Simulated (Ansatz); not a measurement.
Working through a short molecular-dynamics run of H₃SeSi, SMILES [SiH3][Se]

With the Ansatz DFT code, driven from Python.

The cells in order, each with its output:

```python
import ansatz as az
from ase import Atoms
import numpy as np
```

```python
atoms = Atoms(["Si", "Se", "H", "H", "H"], positions=[
    [-0.1035, 0.0096, -0.0335],
    [1.8751, -0.8033, 0.5426],
    [-1.1037, -0.0311, 1.0855],
    [-0.6251, -0.7036, -1.1766],
    [0.0071, 1.4547, -0.4594],
])
system = az.Crystal.molecule_from_ase(atoms)
```

```python
model = system.calculation()
model = model.basis(gaussian="def2-SVP")
model = model.functional("pbe0")
model = model.spin("collinear", total=1).md("nve", timestep=0.5, steps=30, temperature=300, initial_velocities="maxwell_boltzmann", seed=70)
frames = []
model.session().plan().execute(on_event=lambda e: frames.append(e["data"]) if e["event"] == "md_step" else None)
print("t (fs)   E_pot (eV)      E_kin (eV)   T (K)   d(0-1) (A)")
for f in frames[::1]:
    xyz = np.array(f["positions_ang"])
    print(f"{f['time_fs']:6.2f} {f['lagrangian_ev']:14.5f} {f['e_kin_ev']:10.5f} {f['temperature_k']:8.1f} {np.linalg.norm(xyz[0] - xyz[1]):9.4f}")
kept = np.array([f["conserved_ev"] for f in frames])
print(f"conserved energy moves by at most {1000 * np.ptp(kept):.3f} meV")
```

    t (fs)   E_pot (eV)      E_kin (eV)   T (K)   d(0-1) (A)
      0.00   -73253.95942    0.11633    300.0    2.2153
      0.50   -73253.96499    0.12182    314.1    2.2153
      1.00   -73253.96963    0.12639    325.9    2.2154
      1.50   -73253.97217    0.12888    332.4    2.2156
      2.00   -73253.97190    0.12861    331.6    2.2159
      2.50   -73253.96870    0.12544    323.5    2.2164
      3.00   -73253.96299    0.11977    308.9    2.2170
      3.50   -73253.95553    0.11238    289.8    2.2177
      4.00   -73253.94730    0.10421    268.7    2.2186
      4.50   -73253.93927    0.09624    248.2    2.2197
      5.00   -73253.93227    0.08928    230.2    2.2209
      5.50   -73253.92691    0.08394    216.5    2.2222
      6.00   -73253.92353    0.08056    207.7    2.2237
      6.50   -73253.92220    0.07922    204.3    2.2253
      7.00   -73253.92276    0.07976    205.7    2.2270
      7.50   -73253.92490    0.08187    211.1    2.2289
      8.00   -73253.92817    0.08512    219.5    2.2308
      8.50   -73253.93208    0.08899    229.5    2.2328
      9.00   -73253.93612    0.09300    239.8    2.2349
      9.50   -73253.93981    0.09666    249.3    2.2370
     10.00   -73253.94273    0.09956    256.7    2.2392
     10.50   -73253.94457    0.10139    261.5    2.2415
     11.00   -73253.94517    0.10199    263.0    2.2437
     11.50   -73253.94459    0.10143    261.6    2.2460
     12.00   -73253.94315    0.10003    257.9    2.2483
     12.50   -73253.94141    0.09833    253.6    2.2506
     13.00   -73253.94009    0.09706    250.3    2.2529
     13.50   -73253.93989    0.09689    249.9    2.2552
     14.00   -73253.94129    0.09829    253.5    2.2575
     14.50   -73253.94434    0.10132    261.3    2.2598
     15.00   -73253.94866    0.10558    272.3    2.2621
    conserved energy moves by at most 0.326 meV

Reading the output:
- Total energies depend on the basis set; only differences at equal settings carry meaning.
- The trajectory is only some femtoseconds long, so its temperature is not equilibrated; where the script doesn't relax first, it starts from a rough generated geometry.
- The species is open-shell (spin multiplicity 2).
- The temperature counts the internal degrees of freedom alone.
- It ran for 2.1 min on 1 thread of Arm Neoverse V2, with other jobs on the host, peak memory 0.25 GiB.

(Lines on the test bed's own set-up are left out of the output.)
